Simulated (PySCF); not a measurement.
# Br3HSSi (Br3Si(SH)): the cost of one run

Programs: PySCF 2.14.0, with routines of our own; each step states its level. All values are computed. Atoms count from 0.

## 1. The starting structure

6 atoms, charge 0, multiplicity 1; geometry from: GFN2-xTB.

## 2. Geometry optimisation at PBE0-D3(BJ)/def2-SVP

What the job is given:

```
{"job": {"xc": "PBE0", "basis": "def2-SVP", "d3": "d3bj", "grid": 1, "maxiter": 30, "shake": 0.01, "kind": "geom"}, "charge": 0, "multiplicity": 1}
S      1.445820    -0.705340    -0.881240
Si    -0.412250     0.006870    -0.012950
Br    -0.541110     2.226060     0.019200
Br    -2.040550    -0.768450    -1.231080
Br    -0.649640    -0.703650     2.069160
H      2.221900    -0.085520    -0.007760
```

Run with:

```bash
> OMP_NUM_THREADS=1 python heavy_run.py task.json out
```

This one command runs all jobs of the session in turn.

Q: Estimate the wall time and peak memory of this first job on 1 thread of Intel Xeon Platinum 8488C, shared host.

About 2 min, with a peak of 0.7 GiB.
